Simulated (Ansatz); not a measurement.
# FeO (Fm-3m): equation of state

One table from this session's results is given with a row withheld; the runs are named, their logs left out.

The COD entry's cell or inner coordinates are ideal or old and differ from later refinements, so a difference from it is no clean test against experiment.

Method: DFT PBE, scalar-relativistic, plane waves, PAW, in Ansatz 0.2.0.

Spin polarisation is switched off on purpose; where the compound carries moments, volume, stiffness and gap are then not the real material's.

## Starting point

Symmetry: Fm-3m, No. 225, cubic system. The conventional cell has a = 4.090 Å, b = 4.090 Å, c = 4.090 Å, α = 90.00°, β = 90.00°, γ = 90.00°. Around Fe (site symmetry m-3m) lie 6 O at 2.05 Å. O (site symmetry m-3m) has 6 Fe at 2.05 Å as nearest neighbours.

Structure file:

```cif
data_structure
_symmetry_space_group_name_H-M 'Fm-3m'
_symmetry_Int_Tables_number 225
_cell_length_a 4.0904
_cell_length_b 4.0904
_cell_length_c 4.0904
_cell_angle_alpha 90.000
_cell_angle_beta 90.000
_cell_angle_gamma 90.000
_cell_volume 68.44
loop_
_atom_site_label
_atom_site_type_symbol
_atom_site_symmetry_multiplicity
_atom_site_Wyckoff_symbol
_atom_site_fract_x
_atom_site_fract_y
_atom_site_fract_z
_atom_site_occupancy
Fe1 Fe 4 a 0.00000 0.00000 0.00000 1
O1 O 4 b 0.50000 0.00000 0.00000 1
```

An earlier run at PBE left this cell at 8.555 Å³/atom and 0.00 GPa (14×14×14 mesh).

Volume factors to run: 0.980, 1.020, 0.960, 1.040.

Set-up of the first run:

File input.yaml:

```yaml
crystal:
  lattice:
    - [0.0, 2.0314690713, 2.0314690713]
    - [2.0314690713, 0.0, 2.0314690713]
    - [2.0314690713, 2.0314690713, 0.0]
  atoms:
    - { symbol: Fe, position: [0.0, 0.0, 0.0] }
    - { symbol: O, position: [0.5, 0.5, 0.5] }
basis:
  ecutwfc: 420
  ecutrho_ratio: 4
kpoints:
  mp_grid: { grid: [14, 14, 14] }
hamiltonian:
  xc: pbe
scf:
  occupations: { method: gaussian, width: 0.05 }
output:
  forces: true
  stress: true
  eigenvalues: true
```

Started as:

```sh
$ ansatz run input.yaml --threads 1 --pin off --max-ram 2560MiB --backend cpu --events-out ev --progress --plain --runs-dir out
```

Among the steps run: Scaling the volume by 0.980; Scaling the volume by 1.020; Scaling the volume by 0.960; Volume × 1.040.

One of the session's tables, all rows but one given; the rest of the session is left out.

It belongs to the step «Energy and pressure against volume». 

```
volume (Å³/atom)  energy (meV/atom)  pressure (GPa)
           8.213              10.89           10.71
           8.384               2.62            5.06
           8.555               0.00            0.00
           8.726                  ?               ?
           8.897               9.61           -8.56
```

Q: Estimate the row for volume (Å³/atom) = 8.726 from the others.

Worked estimate for «energy (meV/atom)». A straight line through the neighbours (8.555, 0.00) and (8.897, 9.61) gives 0.00 + (9.61 − 0.00) × (8.726 − 8.555) / (8.897 − 8.555) = 4.81; a parabola fitted to 3 rows on both sides gives 2.33.

**Answer.** energy (meV/atom): 2.54; pressure (GPa): -4.52. In «energy (meV/atom)» the line misses by +2.27 and the parabola by -0.21.
